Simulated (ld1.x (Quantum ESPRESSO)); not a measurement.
# Fluorine: generating and testing an ultrasoft potential

Aim: build the potential from the settings below, then test how well it stands in for the atom: other configurations, scattering, ghost states and the plane-wave cutoff that it needs.

Program: ld1.x (Quantum ESPRESSO) 7.5. Reference atom: PBEsol, scalar-relativistic, spherical and spin-unpolarised. All values are calculated.

## 1. Starting point

Typed settings, in words:

- element: fluorine (F, Z = 9)
- type: ultrasoft
- frozen core: [He]
- valence charge: 7
- reference configuration: 2s2 2p5
- partial waves: 2s (bound): rcut 0.38, rcutus 0.54 bohr; 2s channel at 0.35 Ry: rcut 0.38, rcutus 0.54 bohr; 2p (bound): rcut 1.18, rcutus 1.54 bohr; 2p channel at 2.95 Ry: rcut 1.18, rcutus 1.54 bohr; 3d channel at 0.1 Ry: rcut 1.10, rcutus 1.30 bohr; 3d channel at 2.7 Ry: rcut 1.10, rcutus 1.30 bohr
- local potential: all-electron potential smoothed inside 1.30 bohr (lloc = -2)
- core correction: Bessel-smoothed model core inside 0.70 bohr
- augmentation charge: PSQ, inside the norm-conserving radii

## 2. Generating the potential

The input, F.in:

```
 &input
   title='F', zed=9., rel=1, dft='PBESOL', iswitch=3,
   config='[He] 2s2 2p5 3d-2',
   nld=3, rlderiv=1.70, eminld=-4.0, emaxld=5.0, deld=0.02
 /
 &inputp
   pseudotype=3, tm=.true., lloc=-2, rcloc=1.30,
   nlcc=.true., new_core_ps=.true., rcore=0.70,
   which_augfun='PSQ', rmatch_augfun_nc=.true.,
   file_pseudopw='F.UPF', file_wfcaegen='ae.wfc', file_wfcncgen='nc.wfc', file_beta='beta', file_chi='chi', file_wfcusgen='us.wfc'
 /
6
2S  1  0   2.00   0.00  0.38  0.54  0.0
2S  1  0   0.00   0.35  0.38  0.54  0.0
2P  2  1   5.00   0.00  1.18  1.54  0.0
2P  2  1   0.00   2.95  1.18  1.54  0.0
3D  3  2  -2.00   0.10  1.10  1.30  0.0
3D  3  2  -2.00   2.70  1.10  1.30  0.0
 &test
   configts(1)='2s2 2p5'
 /
```

On the command line:

```
$ ld1.x < F.in > F.out
```

Output in F.out (without the banner and most projector matrices):

```text
     Program LD1 v.7.5
     --------------------------- All-electron run ----------------------------

     F
     scalar relativistic calculation

     atomic number is  9.00
     dft =PBESOL   lsd =0 sic =0 latt =0  beta=0.20 tr2=1.0E-14
     Exchange-correlation= PBESOL
                           (   1   4  10   8   0   0   0)
     mesh =1105 r(mesh) =  99.76081 a.u. xmin = -7.00 dx = 0.01250
     1 Ry =  13.60569312 eV, c = 137.03599908

     n l     nl                  e(Ry)          e(Ha)          e(eV)
     1 0     1S 1( 2.00)       -48.5945       -24.2973      -661.1624
     2 0     2S 1( 2.00)        -2.1844        -1.0922       -29.7204
     2 1     2P 1( 5.00)        -0.8123        -0.4061       -11.0517

     final scf error:  6.2E-15 reached in  22 iterations

     Etot =    -198.896219 Ry,     -99.448109 Ha,   -2706.120914 eV

     Ekin =     198.653027 Ry,      99.326514 Ha,    2702.812130 eV
     Encl =    -476.966171 Ry,    -238.483086 Ha,   -6489.455358 eV
     Eh   =      99.223089 Ry,      49.611545 Ha,    1349.998903 eV
     Exc  =     -19.806164 Ry,      -9.903082 Ha,    -269.476588 eV

     normalization and overlap integrals

     s(1S/1S) =  1.000000  <r> =   0.1767  <r2> =    0.0421  r(max) =   0.1139
     s(2S/2S) =  1.000000  <r> =   1.0060  <r2> =    1.2343  r(max) =   0.7617
     s(2P/2P) =  1.000000  <r> =   1.1047  <r2> =    1.6352  r(max) =   0.7066

     ------------------------ End of All-electron run ------------------------

     --------------------- Generating US pseudopotential ---------------------

      Generating local potential from pseudized AE potential:
      Matching radius rcloc =   1.3000
      Enforcing V''(0)=0 (lloc=-2)

      Local pseudo, rcloc= 1.288 Estimated cut-off energy=    19.04 Ry

      Computing core charge for nlcc:

       r > 0.71 : true rho core
      Core charge pseudized with two Bessel functions
      Integrated core pseudo-charge :   0.10
      Wfc-us  2S rcutus= 0.537  Estimated cut-off energy=   140.96 Ry
      Wfc-us  2S rcutus= 0.537  Estimated cut-off energy=   144.02 Ry
      Wfc-us  2P rcutus= 1.534  Estimated cut-off energy=    33.87 Ry
      Wfc-us  2P rcutus= 1.534  Estimated cut-off energy=    69.08 Ry
      Wfc-us  3D rcutus= 1.288  Estimated cut-off energy=    61.11 Ry
      Wfc-us  3D rcutus= 1.288  Estimated cut-off energy=    63.62 Ry

     Q pseudized with Bessel functions
     Expected ecutrho=    2519.8432 due to l1=  0   l2=  2

     ------------------- End of pseudopotential generation -------------------

     [... the all-electron block is printed once more ...]


     Computing logarithmic derivative in   1.70582
     Computing logarithmic derivative in   1.70582
     Computing the partial wave expansion
     R is outside the sphere for l=    0 j= 0.00
     R is outside the sphere for l=    0 j= 0.00
     R is outside the sphere for l=    1 j= 0.00
     R is outside the sphere for l=    1 j= 0.00
     R is outside the sphere for l=    2 j= 0.00
     R is outside the sphere for l=    2 j= 0.00

     ---------------------- Testing the pseudopotential ----------------------

     F
     scalar relativistic calculation

     atomic number is  9.00   valence charge is  7.00
     dft =PBESOL   lsd =0 sic =0 latt =0  beta=0.20 tr2=1.0E-14
     mesh =1105 r(mesh) =  99.76081 xmin = -7.00 dx = 0.01250

     n l     nl             e AE (Ry)        e PS (Ry)    De AE-PS (Ry)
     1 0     2S   1( 2.00)       -2.18441       -2.18441        0.00000
     2 1     2P   1( 5.00)       -0.81228       -0.81228        0.00000

     eps = 2.9E-15  iter =  4

     Etot =    -198.896219 Ry,     -99.448109 Ha,   -2706.120914 eV
     Etotps =   -48.231022 Ry,     -24.115511 Ha,    -656.216478 eV

     Ekin =      16.894051 Ry,       8.447026 Ha,     229.855275 eV
     Encl =     -95.166954 Ry,     -47.583477 Ha,   -1294.812366 eV
     Ehrt =      42.316558 Ry,      21.158279 Ha,     575.746096 eV
     Ecxc =      -9.053581 Ry,      -4.526790 Ha,    -123.180241 eV
     (Ecc =      -0.095868 Ry,      -0.047934 Ha,      -1.304353 eV)
     Epseu=      -3.221096 Ry,      -1.610548 Ha,     -43.825242 eV

     ---------------------- End of pseudopotential test ----------------------
```

Wall time 2.1 s (1 thread of Intel Xeon 6975P-C, shared host). This counts the later configuration tests of the new file too.

All-electron and pseudo partial waves u(r) = r·R(r), from the program's wave files:

```tsv
r (bohr)	2s AE	2s PS	2p AE	2p PS
0.077	-0.4453	0.0335	0.0904	0.0126
0.154	-0.3391	0.0975	0.2644	0.0494
0.231	-0.0525	0.2101	0.4437	0.1078
0.308	0.2558	0.3693	0.5980	0.1836
0.385	0.5228	0.5541	0.7185	0.2716
0.462	0.7291	0.7323	0.8056	0.3656
0.539	0.8738	0.8738	0.8623	0.4595
0.616	0.9645	0.9645	0.8937	0.5476
0.693	1.0110	1.0110	0.9048	0.6248
0.770	1.0236	1.0236	0.9006	0.6873
0.847	1.0109	1.0109	0.8848	0.7326
0.924	0.9802	0.9802	0.8608	0.7601
1.001	0.9375	0.9375	0.8311	0.7703
1.078	0.8870	0.8870	0.7977	0.7650
1.155	0.8321	0.8321	0.7621	0.7471
1.232	0.7753	0.7753	0.7253	0.7200
1.309	0.7184	0.7184	0.6882	0.6871
1.386	0.6626	0.6626	0.6514	0.6514
1.463	0.6089	0.6089	0.6153	0.6153
1.540	0.5577	0.5577	0.5802	0.5802
1.617	0.5094	0.5094	0.5463	0.5463
1.694	0.4642	0.4642	0.5137	0.5137
1.771	0.4222	0.4222	0.4826	0.4826
1.848	0.3833	0.3833	0.4530	0.4530
1.925	0.3474	0.3474	0.4248	0.4248
2.002	0.3145	0.3145	0.3982	0.3982
```

## 3. Transferability test

The input, F.test.in:

```
 &input
   title='F', zed=9., rel=1, dft='PBESOL', iswitch=2,
   config='[He] 2s2 2p5 3d-2'
 /
 &test
   file_pseudo='F.UPF', nconf=8,
   configts(1)='2s2 2p5',
   configts(2)='2s2 2p4',
   configts(3)='2s2 2p3',
   configts(4)='2s2 2p2',
   configts(5)='2s1 2p6',
   configts(6)='2s1 2p5',
   configts(7)='2s2 2p4.5',
   configts(8)='2s2 2p5.3'
 /
```

On the command line:

```
$ ld1.x < F.test.in > F.test.out
```

F.test.out, the pseudopotential blocks, each with the warnings that came before it:

```text
     ---------------------- Testing the pseudopotential ----------------------

     F
     scalar relativistic calculation

     atomic number is  9.00   valence charge is  7.00
     dft =PBESOL   lsd =0 sic =0 latt =0  beta=0.20 tr2=1.0E-14
     mesh =1105 r(mesh) =  99.76081 xmin = -7.00 dx = 0.01250

     n l     nl             e AE (Ry)        e PS (Ry)    De AE-PS (Ry)
     1 0     2S   1( 2.00)       -2.18441       -2.18441        0.00000
     2 1     2P   1( 5.00)       -0.81228       -0.81228        0.00000

     eps = 2.9E-15  iter =  4

     Etot =    -198.896219 Ry,     -99.448109 Ha,   -2706.120914 eV
     Etotps =   -48.231022 Ry,     -24.115511 Ha,    -656.216478 eV

     Ekin =      16.894051 Ry,       8.447026 Ha,     229.855275 eV
     Encl =     -95.166954 Ry,     -47.583477 Ha,   -1294.812366 eV
     Ehrt =      42.316558 Ry,      21.158279 Ha,     575.746096 eV
     Ecxc =      -9.053581 Ry,      -4.526790 Ha,    -123.180241 eV
     (Ecc =      -0.095868 Ry,      -0.047934 Ha,      -1.304353 eV)
     Epseu=      -3.221096 Ry,      -1.610548 Ha,     -43.825242 eV

     ---------------------- End of pseudopotential test ----------------------

     ---------------------- Testing the pseudopotential ----------------------

     F
     [...]
     n l     nl             e AE (Ry)        e PS (Ry)    De AE-PS (Ry)
     1 0     2S   1( 2.00)       -3.46782       -3.46800        0.00017
     2 1     2P   1( 4.00)       -2.07413       -2.07263       -0.00150

     eps = 9.5E-15  iter = 18

     Etot =    -197.476466 Ry,     -98.738233 Ha,   -2686.804198 eV
     Etotps =   -46.812268 Ry,     -23.406134 Ha,    -636.913352 eV
     dEtot_ae =       1.419752 Ry
     dEtot_ps =       1.418754 Ry,   Delta E=       0.000999 Ry

     [...]
     ---------------------- End of pseudopotential test ----------------------

     ---------------------- Testing the pseudopotential ----------------------

     F
     [...]
     n l     nl             e AE (Ry)        e PS (Ry)    De AE-PS (Ry)
     1 0     2S   1( 2.00)       -4.97983       -4.99236        0.01254  !
     2 1     2P   1( 3.00)       -3.59242       -3.59996        0.00755  !

     eps = 2.4E-15  iter = 16

     Etot =    -194.663071 Ry,     -97.331535 Ha,   -2648.526004 eV
     Etotps =   -43.996835 Ry,     -21.998417 Ha,    -598.607431 eV
     dEtot_ae =       4.233148 Ry
     dEtot_ps =       4.234187 Ry,   Delta E=      -0.001039 Ry

     [...]
     ---------------------- End of pseudopotential test ----------------------

     ---------------------- Testing the pseudopotential ----------------------

     F
     [...]
     n l     nl             e AE (Ry)        e PS (Ry)    De AE-PS (Ry)
     1 0     2S   1( 2.00)       -6.68351       -6.71937        0.03586  !
     2 1     2P   1( 2.00)       -5.33500       -5.35008        0.01508  !

     eps = 8.0E-16  iter = 19

     Etot =    -190.217225 Ry,     -95.108612 Ha,   -2588.037188 eV
     Etotps =   -39.537565 Ry,     -19.768782 Ha,    -537.935973 eV
     dEtot_ae =       8.678994 Ry
     dEtot_ps =       8.693457 Ry,   Delta E=      -0.014463 Ry

     [...]
     ---------------------- End of pseudopotential test ----------------------

     BEWARE! Errors in PS-KS equations
     Warning: n=1, l=0 expected 0 nodes, found 1
     Warning: n=2, l=1 expected 0 nodes, found 1
     ---------------------- Testing the pseudopotential ----------------------

     F
     [...]
     n l     nl             e AE (Ry)        e PS (Ry)    De AE-PS (Ry)
     1 0     2S   1( 1.00)       -2.22012       -2.22012        0.00000
     2 1     2P   1( 6.00)       -0.84401       -2.09464        1.25063  !

     eps = 4.5E-16  iter = 20

     Etot =    -197.522086 Ry,     -98.761043 Ha,   -2687.424894 eV
     Etotps =   -46.251618 Ry,     -23.125809 Ha,    -629.285324 eV
     dEtot_ae =       1.374132 Ry
     dEtot_ps =       1.979403 Ry,   Delta E=      -0.605271 Ry

     [...]
     ---------------------- End of pseudopotential test ----------------------

     ---------------------- Testing the pseudopotential ----------------------

     F
     [...]
     n l     nl             e AE (Ry)        e PS (Ry)    De AE-PS (Ry)
     1 0     2S   1( 1.00)       -3.48092       -3.47612       -0.00480
     2 1     2P   1( 5.00)       -2.08348       -2.08344       -0.00004

     eps = 4.9E-15  iter = 19

     Etot =    -196.080875 Ry,     -98.040438 Ha,   -2667.816219 eV
     Etotps =   -45.417884 Ry,     -22.708942 Ha,    -617.941797 eV
     dEtot_ae =       2.815343 Ry
     dEtot_ps =       2.813137 Ry,   Delta E=       0.002206 Ry

     [...]
     ---------------------- End of pseudopotential test ----------------------

     ---------------------- Testing the pseudopotential ----------------------

     F
     [...]
     n l     nl             e AE (Ry)        e PS (Ry)    De AE-PS (Ry)
     1 0     2S   1( 2.00)       -2.79410       -2.79364       -0.00046
     2 1     2P   1( 4.50)       -1.40819       -1.40693       -0.00126

     eps = 4.8E-15  iter = 15

     Etot =    -198.344238 Ry,     -99.172119 Ha,   -2698.610838 eV
     Etotps =   -47.679313 Ry,     -23.839656 Ha,    -648.710094 eV
     dEtot_ae =       0.551980 Ry
     dEtot_ps =       0.551709 Ry,   Delta E=       0.000271 Ry

     [...]
     ---------------------- End of pseudopotential test ----------------------

     ---------------------- Testing the pseudopotential ----------------------

     F
     [...]
     n l     nl             e AE (Ry)        e PS (Ry)    De AE-PS (Ry)
     1 0     2S   1( 2.00)       -1.85443       -1.85453        0.00009
     2 1     2P   1( 5.30)       -0.49277       -0.49326        0.00049

     eps = 9.6E-15  iter = 16

     Etot =    -199.091187 Ry,     -99.545594 Ha,   -2708.773594 eV
     Etotps =   -48.426092 Ry,     -24.213046 Ha,    -658.870549 eV
     dEtot_ae =      -0.194968 Ry
     dEtot_ps =      -0.195071 Ry,   Delta E=       0.000102 Ry

     [...]
     ---------------------- End of pseudopotential test ----------------------
```

1 test gave no usable energy difference (2s1 2p6).

Excitation and ionisation energies from 2s2 2p5, with the error of the potential.

| valence configuration | charge | ΔE all-electron (eV) | error AE − PS (meV) |
| --- | --- | --- | --- |
| 2s2 2p4 | +1 | 19.317 | +14 |
| 2s2 2p3 | +2 | 57.595 | -14 |
| 2s2 2p2 | +3 | 118.084 | -197 |
| 2s1 2p5 | +1 | 38.305 | +30 |
| 2s2 2p4.5 | +0.5 | 7.510 | +3.7 |
| 2s2 2p5.3 | -0.3 | -2.653 | +1.4 |

## 4. Scattering by logarithmic derivatives

Taken from the files of the generation run. The phase is arctan(r·u′/u) with u = r·R, unwrapped, with energies in Ry. A pole is an energy at which the radial function vanishes at the test radius. The pseudo phase is shifted by a multiple of π to meet the all-electron one at the reference energy. Levels narrower than the energy grid can be missing from the poles. The last column is the largest difference on the grid between −1 and +1 Ry.

| channel | radius (bohr) | reference (Ry) | poles AE | poles PS | window around the reference with phases within 0.05 rad (Ry) | largest difference near zero (rad) |
| --- | --- | --- | --- | --- | --- | --- |
| s | 1.71 | -2.18 | -1.45 | -1.45 | the whole range | 0.000 |
| p | 1.71 | -0.81 | -0.02 | -0.02 | the whole range | 0.000 |
| d | 1.71 | 0.10 | none | none | the whole range | 0.000 |

Phases (rad) along the scan:

```tsv
E (Ry)	p AE	p PS	s AE	s PS
-4.00	1.253	1.253	1.143	1.143
-3.52	1.224	1.224	1.035	1.036
-3.04	1.184	1.184	0.769	0.770
-2.56	1.123	1.123	-0.220	-0.220
-2.08	1.014	1.014	-1.245	-1.245
-1.60	0.759	0.759	-1.525	-1.525
-1.12	-0.124	-0.124	-1.643	-1.643
-0.64	-1.198	-1.198	-1.714	-1.714
-0.16	-1.522	-1.521	-1.768	-1.768
0.32	-1.658	-1.658	-1.817	-1.817
0.80	-1.744	-1.744	-1.866	-1.866
1.28	-1.814	-1.814	-1.921	-1.921
1.76	-1.883	-1.883	-1.988	-1.988
2.24	-1.961	-1.961	-2.076	-2.075
2.72	-2.062	-2.062	-2.199	-2.198
3.20	-2.206	-2.206	-2.385	-2.383
3.68	-2.432	-2.432	-2.678	-2.675
4.16	-2.804	-2.803	-3.108	-3.101
4.64	-3.322	-3.319	-3.577	-3.568
```

## 5. Cutoff and ghost test in a Bessel basis

A separate test, outside the generator: the pseudo-atom's Hamiltonian at the reference potential is diagonalised in spherical Bessel functions j_l(qr) that vanish at 20 bohr, with q² up to the cutoff.

All-electron valence levels (Ry): 2s -2.1844, 2p -0.8123. The lowest levels of each channel (Ry) by cutoff; the last column sums, over occupied levels, occupation times the distance from the level at 400 Ry. A positive value at high cutoff is not a bound level.

```tsv
cutoff (Ry)	s #1	s #2	p #1	d #1	f #1	Σ f·Δε (mRy)
8	-2.0560	-0.0031	-0.4763	0.0807	0.1213	1936.8
15	-2.1992	-0.0064	-0.7545	0.0807	0.1213	318.5
25	-2.2112	-0.0069	-0.8073	0.0807	0.1213	78.8
35	-2.2121	-0.0069	-0.8119	0.0807	0.1213	57.3
50	-2.2134	-0.0069	-0.8121	0.0807	0.1213	59.0
70	-2.2144	-0.0073	-0.8123	0.0807	0.1213	60.2
100	-2.3716	-1.9401	-0.8123	0.0807	0.1213	374.6
120	-3.8908	-2.1759	-0.8123	0.0807	0.1213	16.8
140	-4.5858	-2.1829	-0.8123	0.0807	0.1213	3.0
180	-4.7885	-2.1838	-0.8123	0.0807	0.1213	1.0
200	-4.7900	-2.1839	-0.8123	0.0807	0.1213	1.0
260	-4.8106	-2.1842	-0.8123	0.0807	0.1213	0.3
400	-4.8313	-2.1843	-0.8123	0.0807	0.1213	0.0
```

The sum stays within 10 mRy from 140 Ry and within 1 mRy from 200 Ry. The sum leaves out empty levels, which can need more. Ghost test: ghost state, bound below the all-electron valence or empty levels of the same l: s at -65.7 eV.

## 6. What came out

| quantity | value |
| --- | --- |
| cutoffs for 10 and 1 mRy, occupied levels | 140 Ry and 200 Ry |
| bound ghosts | s at -65.73 eV |
| largest test error (AE − PS) | -197 meV, for 2s2 2p2 (1 test unsolved) |
| largest phase difference near zero energy, channels read | 0.000 rad |
| lowest eigenvalue of the overlap (Bessel basis) | 0.219 (p) |
| density cutoff estimated by the generator | 2520 Ry |

**Reading.** A bound ghost (s) makes it unfit for use: electrons can fall into a state that the atom doesn't have. The worst unpolarised test, 2s2 2p2, is off by 197 meV on 118.1 eV; by total energies transferability rates as fair for so large an energy. That test lies far up in energy; among those under 40 eV, nearer to bonding, the largest error is 30 meV. Of the tests 1 gave no usable energy difference, which is a warning in itself. It counts as very hard, with 140 Ry needed at the looser tolerance. The slowest occupied level is 2s: taken alone it needs 160 Ry to come within 1 mRy, against 35 Ry for 2p. Near zero energy the phases of the channels with partial waves agree within 0.001 rad.
